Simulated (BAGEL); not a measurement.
# GeSiH5 (SMILES [SiH2][GeH3]) at 4 levels

We compute a comparison of 4 runs (UHF/STO-3G, ROHF/6-31G*, ROHF/aug-cc-pVDZ, UHF/aug-cc-pVDZ) of GeSiH5. 

Program for the calculation: BAGEL 1.2.2.

2 further runs of the same task are left out: 2 set aside as unsound or not needed.

## 1. Starting point

GeSiH5: 7 atoms, total charge 0, spin state doublet. SMILES: `[SiH2][GeH3]`. The Si1–H3 distance was set to 1.712 Å, away from the relaxed value.

Bond lengths: Si1–Ge2 2.370 Å, Si1–H4 1.489 Å, Ge2–H5 1.537 Å, Ge2–H6 1.541 Å, Ge2–H7 1.537 Å. Angles: Si1–Ge2–H5 109.6°, Si1–Ge2–H6 112.0°, Si1–Ge2–H7 109.7°, Ge2–Si1–H4 113.3°, H5–Ge2–H6 108.4°, H5–Ge2–H7 108.7°, H6–Ge2–H7 108.4°. A long bond or contact: Si1–H3 1.712 Å.

## 2. The energy at UHF/STO-3G (density fitting with qzvpp-jkfit) (run 1)

Input file input.json:

```json
{ "bagel": [

{
  "title": "molecule",
  "basis": "sto-3g",
  "df_basis": "qzvpp-jkfit",
  "angstrom": true,
  "geometry": [
    { "atom": "Si", "xyz": [      -0.134892,      -1.321611,      -0.358031 ] },
    { "atom": "Ge", "xyz": [       0.248508,       1.016689,      -0.292331 ] },
    { "atom": "H", "xyz": [       0.173200,      -2.103400,       1.133900 ] },
    { "atom": "H", "xyz": [      -1.496592,      -1.682711,      -0.840031 ] },
    { "atom": "H", "xyz": [      -0.003092,       1.619089,      -1.683631 ] },
    { "atom": "H", "xyz": [      -0.673992,       1.724889,       0.718569 ] },
    { "atom": "H", "xyz": [       1.706708,       1.291089,       0.108069 ] }
  ]
},

{
  "title": "uhf",
  "nopen": 1
},

{
  "title": "print",
  "file": "orbitals.molden",
  "orbitals": true
}

]}
```

On the command line:

```
BAGEL_NUM_THREADS=1 BAGEL input.json > input.out
```

The log of the run:

```text
* using 1 threads per process

  ===============================================================
  ===============================================================

  *** Geometry ***

  { "atom" : "Si", "xyz" : [     -0.254909,     -2.497483,     -0.676581 ] },
  { "atom" : "Ge", "xyz" : [      0.469612,      1.921264,     -0.552426 ] },
  { "atom" : "H", "xyz" : [      0.327301,     -3.974850,      2.142760 ] },
  { "atom" : "H", "xyz" : [     -2.828149,     -3.179863,     -1.587429 ] },
  { "atom" : "H", "xyz" : [     -0.005843,      3.059635,     -3.181601 ] },
  { "atom" : "H", "xyz" : [     -1.273660,      3.259568,      1.357899 ] },
  { "atom" : "H", "xyz" : [      3.225211,      2.439805,      0.204221 ] },

  Number of auxiliary basis functions:      484

  Since a DF basis is specified, we compute 2- and 3-index integrals:
    o Being stored without compression. Storage requirement is 0.004 GB

  Number of basis functions:       32
  Number of electrons      :       51

    * METHOD: MOLECULE                             0.17

  *** Open-shell HF ***

  === Nuclear Repulsion ===
   160.9387962303

      * DIIS with orbital gradients will be used.

  === UHF iteration (sto-3g) ===
      0      -2340.17381709          0.01079774           0.05
      1      -2340.19757228          0.00332224           0.04
      2      -2340.20046484          0.00130243           0.04
      3      -2340.20121539          0.00023320           0.04
      4      -2340.20132548          0.00009222           0.04
      5      -2340.20138764          0.00003660           0.04
      6      -2340.20140628          0.00002992           0.04
      7      -2340.20141928          0.00002229           0.04
      8      -2340.20142822          0.00000502           0.04
      9      -2340.20142834          0.00000241           0.04
     10      -2340.20142839          0.00000046           0.04
     11      -2340.20142840          0.00000015           0.04
     12      -2340.20142840          0.00000006           0.04
     13      -2340.20142840          0.00000002           0.04
     14      -2340.20142840          0.00000001           0.04
    * SCF iteration converged.

    * S^2 (UHF) is 0.7541

    * Permanent dipole moment:
           (   -0.088868,     0.119178,     0.216322) a.u.

    * METHOD: UHF                                  0.77

    * METHOD: PRINT                                0.00

  ===============================================================
```

Wall time 1.1 s (1 thread of Arm Neoverse V1, shared host); peak memory 0.081 GiB.

## 3. A single-point energy at ROHF/6-31G(d) (density fitting with qzvpp-jkfit, spherical functions) (run 2)

input.json: that of step 2 with these lines changed.

```diff
@@ -4,3 +4,3 @@
   "title": "molecule",
-  "basis": "sto-3g",
+  "basis": "6-31gs.json",
   "df_basis": "qzvpp-jkfit",
@@ -19,3 +19,3 @@
 {
-  "title": "uhf",
+  "title": "rohf",
   "nopen": 1
```

The basis set 6-31G* is read from a file made from the Basis Set Exchange's data (not shown).

On the command line:

```
BAGEL_NUM_THREADS=1 BAGEL input.json > input.out
```

The log of the run:

```text
* using 1 threads per process

  ===============================================================
  ===============================================================

  *** Geometry ***

  { "atom" : "Si", "xyz" : [     -0.254909,     -2.497483,     -0.676581 ] },
  { "atom" : "Ge", "xyz" : [      0.469612,      1.921264,     -0.552426 ] },
  { "atom" : "H", "xyz" : [      0.327301,     -3.974850,      2.142760 ] },
  { "atom" : "H", "xyz" : [     -2.828149,     -3.179863,     -1.587429 ] },
  { "atom" : "H", "xyz" : [     -0.005843,      3.059635,     -3.181601 ] },
  { "atom" : "H", "xyz" : [     -1.273660,      3.259568,      1.357899 ] },
  { "atom" : "H", "xyz" : [      3.225211,      2.439805,      0.204221 ] },

  Number of auxiliary basis functions:      484

  Since a DF basis is specified, we compute 2- and 3-index integrals:
    o Being stored without compression. Storage requirement is 0.014 GB

  Number of basis functions:       60
  Number of electrons      :       51

    * METHOD: MOLECULE                             0.23

  *** Open-shell HF ***

  === Nuclear Repulsion ===
   160.9387962303

      * DIIS with orbital gradients will be used.

  === ROHF iteration (6-31gs.json) ===
      0      -2366.79058803          0.01468895           0.10
      1      -2366.82737552          0.00494283           0.10
      2      -2366.83189011          0.00188767           0.10
      3      -2366.83283263          0.00088644           0.09
      4      -2366.83303733          0.00031780           0.10
      5      -2366.83308901          0.00011132           0.10
      6      -2366.83311194          0.00002480           0.09
      7      -2366.83312306          0.00001040           0.10
      8      -2366.83312443          0.00000254           0.10
      9      -2366.83312534          0.00000112           0.10
     10      -2366.83312548          0.00000061           0.10
     11      -2366.83312548          0.00000017           0.09
     12      -2366.83312550          0.00000005           0.09
     13      -2366.83312550          0.00000002           0.09
     14      -2366.83312550          0.00000001           0.09
    * SCF iteration converged.

    * S^2 (ROHF) is 0.7500

    * Permanent dipole moment:
           (   -0.008868,    -0.135643,     0.182009) a.u.

    * METHOD: ROHF                                 1.62

    * METHOD: PRINT                                0.01

  ===============================================================
```

Wall time 2 s (1 thread of Arm Neoverse V1, shared host); peak memory 0.094 GiB.

## 4. A single-point energy at ROHF/aug-cc-pVDZ (density fitting with qzvpp-jkfit) (run 3)

Input file job.json:

```json
{ "bagel": [

{
  "title": "molecule",
  "basis": "aug-cc-pvdz.json",
  "df_basis": "qzvpp-jkfit",
  "angstrom": true,
  "geometry": [
    { "atom": "Si", "xyz": [   -0.134892,   -1.321611,   -0.358031 ] },
    { "atom": "Ge", "xyz": [    0.248508,    1.016689,   -0.292331 ] },
    { "atom": "H", "xyz": [    0.173200,   -2.103400,    1.133900 ] },
    { "atom": "H", "xyz": [   -1.496592,   -1.682711,   -0.840031 ] },
    { "atom": "H", "xyz": [   -0.003092,    1.619089,   -1.683631 ] },
    { "atom": "H", "xyz": [   -0.673992,    1.724889,    0.718569 ] },
    { "atom": "H", "xyz": [    1.706708,    1.291089,    0.108069 ] }
  ]
},
{ "title": "rohf", "nopen": 1 },
{ "title": "print", "file": "orbitals.molden", "orbitals": true }

]}
```

The basis set aug-cc-pVDZ is read from a file made from the Basis Set Exchange's data (not shown).

On the command line:

```
BAGEL_NUM_THREADS=1 BAGEL job.json > job.out
```

The log of the run:

```text
* using 1 threads per process

  ===============================================================
  ===============================================================

  *** Geometry ***

  { "atom" : "Si", "xyz" : [     -0.254909,     -2.497483,     -0.676581 ] },
  { "atom" : "Ge", "xyz" : [      0.469612,      1.921264,     -0.552426 ] },
  { "atom" : "H", "xyz" : [      0.327301,     -3.974850,      2.142760 ] },
  { "atom" : "H", "xyz" : [     -2.828149,     -3.179863,     -1.587429 ] },
  { "atom" : "H", "xyz" : [     -0.005843,      3.059635,     -3.181601 ] },
  { "atom" : "H", "xyz" : [     -1.273660,      3.259568,      1.357899 ] },
  { "atom" : "H", "xyz" : [      3.225211,      2.439805,      0.204221 ] },

  Number of auxiliary basis functions:      484

  Since a DF basis is specified, we compute 2- and 3-index integrals:
    o Being stored without compression. Storage requirement is 0.045 GB

  Number of basis functions:      108
  Number of electrons      :       51

    * METHOD: MOLECULE                             0.28

  *** Open-shell HF ***

  === Nuclear Repulsion ===
   160.9387962303

      * DIIS with orbital gradients will be used.

  === ROHF iteration (aug-cc-pvdz.json) ===
      0      -2367.05070609          0.01582880           0.20
      1      -2367.10810836          0.00529072           0.19
      2      -2367.11558339          0.00206814           0.19
      3      -2367.11709766          0.00087968           0.19
      4      -2367.11744031          0.00031121           0.19
      5      -2367.11752767          0.00007045           0.20
      6      -2367.11756766          0.00002482           0.20
      7      -2367.11757337          0.00001076           0.20
      8      -2367.11757498          0.00000259           0.20
      9      -2367.11757593          0.00000077           0.20
     10      -2367.11757625          0.00000038           0.20
     11      -2367.11757624          0.00000009           0.20
     12      -2367.11757624          0.00000003           0.20
     13      -2367.11757623          0.00000001           0.20
     14      -2367.11757623          0.00000000           0.20
    * SCF iteration converged.

    * S^2 (ROHF) is 0.7500

    * Permanent dipole moment:
           (    0.043249,    -0.102370,     0.113786) a.u.

    * METHOD: ROHF                                 3.20

    * METHOD: PRINT                                0.03

  ===============================================================
```

Wall time 3.9 s (1 thread of Arm Neoverse V1, shared host); peak memory 0.15 GiB.

## 5. The energy at UHF/aug-cc-pVDZ (density fitting with qzvpp-jkfit) (run 4)

Input file input.json:

```json
{ "bagel" : [

{
  "title" : "molecule",
  "basis" : "aug-cc-pvdz.json",
  "df_basis" : "qzvpp-jkfit",
  "angstrom" : "true",
  "geometry" : [
    { "atom" : "Si", "xyz" : [      -0.134892,      -1.321611,      -0.358031 ] },
    { "atom" : "Ge", "xyz" : [       0.248508,       1.016689,      -0.292331 ] },
    { "atom" : "H", "xyz" : [       0.173200,      -2.103400,       1.133900 ] },
    { "atom" : "H", "xyz" : [      -1.496592,      -1.682711,      -0.840031 ] },
    { "atom" : "H", "xyz" : [      -0.003092,       1.619089,      -1.683631 ] },
    { "atom" : "H", "xyz" : [      -0.673992,       1.724889,       0.718569 ] },
    { "atom" : "H", "xyz" : [       1.706708,       1.291089,       0.108069 ] }
  ]
},

{
  "title" : "uhf",
  "nopen" : 1
},

{
  "title" : "print",
  "file" : "orbitals.molden",
  "orbitals" : "true"
}

]}
```

The basis set aug-cc-pVDZ is read from a file made from the Basis Set Exchange's data (not shown).

On the command line:

```
BAGEL_NUM_THREADS=1 BAGEL input.json > input.out
```

The log of the run:

```text
* using 1 threads per process

  ===============================================================
  ===============================================================

  *** Geometry ***

  { "atom" : "Si", "xyz" : [     -0.254909,     -2.497483,     -0.676581 ] },
  { "atom" : "Ge", "xyz" : [      0.469612,      1.921264,     -0.552426 ] },
  { "atom" : "H", "xyz" : [      0.327301,     -3.974850,      2.142760 ] },
  { "atom" : "H", "xyz" : [     -2.828149,     -3.179863,     -1.587429 ] },
  { "atom" : "H", "xyz" : [     -0.005843,      3.059635,     -3.181601 ] },
  { "atom" : "H", "xyz" : [     -1.273660,      3.259568,      1.357899 ] },
  { "atom" : "H", "xyz" : [      3.225211,      2.439805,      0.204221 ] },

  Number of auxiliary basis functions:      484

  Since a DF basis is specified, we compute 2- and 3-index integrals:
    o Being stored without compression. Storage requirement is 0.045 GB

  Number of basis functions:      108
  Number of electrons      :       51

    * METHOD: MOLECULE                             0.29

  *** Open-shell HF ***

  === Nuclear Repulsion ===
   160.9387962303

      * DIIS with orbital gradients will be used.

  === UHF iteration (aug-cc-pvdz.json) ===
      0      -2367.05070609          0.01582880           0.20
      1      -2367.11066481          0.00513905           0.20
      2      -2367.11802003          0.00188719           0.19
      3      -2367.11932185          0.00070013           0.20
      4      -2367.11954602          0.00019646           0.20
      5      -2367.11958302          0.00005266           0.20
      6      -2367.11958915          0.00002249           0.20
      7      -2367.11959182          0.00001236           0.19
      8      -2367.11959332          0.00000518           0.20
      9      -2367.11959367          0.00000205           0.20
     10      -2367.11959372          0.00000123           0.20
     11      -2367.11959375          0.00000054           0.20
     12      -2367.11959376          0.00000022           0.20
     13      -2367.11959376          0.00000008           0.20
     14      -2367.11959376          0.00000004           0.20
     15      -2367.11959376          0.00000002           0.19
     16      -2367.11959376          0.00000001           0.19
     17      -2367.11959376          0.00000000           0.19
    * SCF iteration converged.

    * S^2 (UHF) is 0.7579

    * Permanent dipole moment:
           (    0.034951,    -0.099324,     0.120181) a.u.

    * METHOD: UHF                                  3.80

    * METHOD: PRINT                                0.03

  ===============================================================
```

Run time: 4.5 s. Hardware: 1 thread of Arm Neoverse V1, shared host; peak memory 0.15 GiB.

## 6. The series

```tsv
run	level	energy (Eh)	dipole moment (D)	⟨S²⟩	wall time
1	UHF/STO-3G (density fitting with qzvpp-jkfit)	-2340.201428	0.67	0.754	1.1 s
2	ROHF/6-31G* (density fitting with qzvpp-jkfit, spherical functions)	-2366.833125	0.58	0.750	2 s
3	ROHF/aug-cc-pVDZ (density fitting with qzvpp-jkfit)	-2367.117576	0.40	0.750	3.9 s
4	UHF/aug-cc-pVDZ (density fitting with qzvpp-jkfit)	-2367.119594	0.41	0.758	4.5 s
```

## 7. What came out

| quantity | value |
| --- | --- |
| run 4: total energy | -2367.11959 Eh |
| run 4: dipole moment | 0.41 D |
| run 4: ⟨S²⟩ | 0.758 |

What this shows: The dipole moment (its size) runs from 0.40 D (ROHF/aug-cc-pVDZ) to 0.67 D (UHF/STO-3G). The two ends differ in method and basis. In run 1 the basis is minimal, so the values are rough. All runs together took 11 s, the longest 4.5 s.
